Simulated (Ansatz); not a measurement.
## Nudged elastic band run: GaW8C8

Input file:

```yaml
crystal:
  lattice:
    - [5.833189, 0.0, 0.0]
    - [-2.916594, 5.05169, 0.0]
    - [0.0, 0.0, 16.259154]
  atoms:
    - { symbol: W, position: [0.0, 0.0, 0.0615038] }
    - { symbol: C, position: [0.33285709, 0.16652042, 0.14269574] }
    - { symbol: W, position: [7.023e-05, 0.00013019, 0.23989364] }
    - { symbol: C, position: [0.33373079, 0.16681572, 0.31052122] }
    - { symbol: W, position: [0.0, 0.5, 0.0615038] }
    - { symbol: C, position: [0.33338115, 0.66674501, 0.14146656] }
    - { symbol: W, position: [-0.00052372, 0.49979787, 0.23590711] }
    - { symbol: C, position: [0.33335756, 0.66670227, 0.30298724] }
    - { symbol: W, position: [0.5, 0.0, 0.0615038] }
    - { symbol: C, position: [0.83369336, 0.16652108, 0.14268933] }
    - { symbol: W, position: [0.50032693, 0.000629, 0.23588894] }
    - { symbol: C, position: [0.83310308, 0.1668227, 0.31052127] }
    - { symbol: W, position: [0.5, 0.5, 0.0615038] }
    - { symbol: C, position: [0.83370693, 0.66737941, 0.14270442] }
    - { symbol: W, position: [0.50034266, 0.49980374, 0.23590666] }
    - { symbol: C, position: [0.8332165, 0.66640783, 0.31049045] }
    - { symbol: Ga, position: [0.66665069, 0.33327261, 0.39221864] }
basis:
  ecutwfc: 420.0
kpoints:
  mp_grid: { grid: [5, 5, 1] }
hamiltonian:
  xc: pbe
  pseudopotentials: { kind: paw, azcp: { folder: soft_1 } }
scf:
  occupations: { method: gaussian, width: 0.1 }
  lower_state_search: "off"
neb:
  images: 5
  f_tol: 0.03
  initial_path: idpp
  max_iterations: 35
  constraints: [{ sites: [0, 4, 8, 12] }]
  final_atoms:
    - { symbol: W, position: [0.0, 0.0, 0.0615038] }
    - { symbol: C, position: [0.33370687, 0.16737938, 0.14270442] }
    - { symbol: W, position: [0.0003426, -0.00019629, 0.23590666] }
    - { symbol: C, position: [0.33321644, 0.1664078, 0.31049045] }
    - { symbol: W, position: [0.0, 0.5, 0.0615038] }
    - { symbol: C, position: [0.3336933, 0.66652105, 0.14268933] }
    - { symbol: W, position: [0.00032687, 0.50062897, 0.23588894] }
    - { symbol: C, position: [0.33310302, 0.66682267, 0.31052127] }
    - { symbol: W, position: [0.5, 0.0, 0.0615038] }
    - { symbol: C, position: [0.83338109, 0.16674498, 0.14146656] }
    - { symbol: W, position: [0.49947622, -0.00020216, 0.23590711] }
    - { symbol: C, position: [0.8333575, 0.16670224, 0.30298724] }
    - { symbol: W, position: [0.5, 0.5, 0.0615038] }
    - { symbol: C, position: [0.83285703, 0.66652039, 0.14269574] }
    - { symbol: W, position: [0.50007017, 0.50013016, 0.23989364] }
    - { symbol: C, position: [0.83373073, 0.66681569, 0.31052122] }
    - { symbol: Ga, position: [1.16665063, 0.83327258, 0.39221864] }
  order_check: true
```

Launched with:

```bash
$ ansatz run input.yaml --threads 4 --pin off --max-ram 10240MiB --backend cpu --events-out ev --progress --plain --runs-dir out
```

Output, in part (warnings, iteration lines):

```
NEB end point (image 0): max|allowed force component| = 1.547e-2 eV/Å (the criterion of neb.relax_end_points is 1.000e-2)
NEB end point (image 6): max|allowed force component| = 1.548e-2 eV/Å (the criterion of neb.relax_end_points is 1.000e-2)
NEB iter   1: max|band force component| = 1.480e0 eV/Å  barrier→ = 0.8718 eV  barrier← = 0.8718 eV  Δτ_max = 0.1891 Å  (83 SCF iters)
NEB iter   2: max|band force component| = 6.926e-1 eV/Å  barrier→ = 0.7099 eV  barrier← = 0.7099 eV  Δτ_max = 0.1995 Å  (41 SCF iters)
NEB iter   3: max|band force component| = 5.250e-1 eV/Å  barrier→ = 0.6220 eV  barrier← = 0.6220 eV  Δτ_max = 0.1990 Å  (40 SCF iters)
NEB iter   4: max|band force component| = 4.785e-1 eV/Å  barrier→ = 0.5500 eV  barrier← = 0.5500 eV  CI = image 3  Δτ_max = 0.2000 Å  (38 SCF iters)
NEB iter   5: max|band force component| = 8.578e-1 eV/Å  barrier→ = 0.4816 eV  barrier← = 0.4816 eV  CI = image 3  Δτ_max = 0.2000 Å  (34 SCF iters)
NEB iter   6: max|band force component| = 7.849e-1 eV/Å  barrier→ = 0.4144 eV  barrier← = 0.4144 eV  CI = image 3  Δτ_max = 0.1967 Å  (33 SCF iters)
NEB iter   7: max|band force component| = 7.175e-1 eV/Å  barrier→ = 0.4330 eV  barrier← = 0.4330 eV  CI = image 3  Δτ_max = 0.1476 Å  (36 SCF iters)
NEB iter   8: max|band force component| = 1.099e-1 eV/Å  barrier→ = 0.3892 eV  barrier← = 0.3892 eV  CI = image 3  Δτ_max = 0.1996 Å  (35 SCF iters)
NEB iter   9: max|band force component| = 4.008e-1 eV/Å  barrier→ = 0.4254 eV  barrier← = 0.4254 eV  CI = image 3  Δτ_max = 0.1016 Å  (36 SCF iters)
NEB iter  10: max|band force component| = 6.462e-1 eV/Å  barrier→ = 0.4451 eV  barrier← = 0.4451 eV  CI = image 3  Δτ_max = 0.1008 Å  (34 SCF iters)
NEB iter  11: max|band force component| = 8.515e-2 eV/Å  barrier→ = 0.4072 eV  barrier← = 0.4072 eV  CI = image 3  Δτ_max = 0.0902 Å  (31 SCF iters)
NEB iter  12: max|band force component| = 1.042e-1 eV/Å  barrier→ = 0.4054 eV  barrier← = 0.4054 eV  CI = image 3  Δτ_max = 0.0444 Å  (32 SCF iters)
NEB iter  13: max|band force component| = 5.078e-2 eV/Å  barrier→ = 0.4058 eV  barrier← = 0.4058 eV  CI = image 3  Δτ_max = 0.0173 Å  (29 SCF iters)
NEB iter  14: max|band force component| = 1.629e-2 eV/Å  barrier→ = 0.4054 eV  barrier← = 0.4054 eV  CI = image 3  Δτ_max = 0.0000 Å  (401 SCF iters)
```

The forces met the threshold. By the program's own check the climbing image is a first-order saddle point (lowest curvatures found: -1.03 and 2.00 eV/Å²). Limits of this set-up: coarse k mesh, thin slab, slab without dipole correction, odd electron count without spin.

Final band (atoms are numbered from 1 in the order of the input):

```tsv
image	path coordinate (Å)	energy (eV)	C12–Ga17 (Å)	W15–Ga17 (Å)	W3–Ga17 (Å)
0	0.00	0.00	2.14	3.05	4.18
1	0.49	0.13	2.08	3.27	4.09
2	0.97	0.29	2.07	3.52	4.02
3	1.46	0.41	2.09	3.73	3.92
4	2.09	0.39	2.61	3.95	3.65
5	2.73	0.18	3.19	4.07	3.35
6	3.37	0.00	3.67	4.18	3.05
```

Time of the run: 44 min on 4 threads of Arm Neoverse V1 (shared host), peak memory 4.1 GiB.
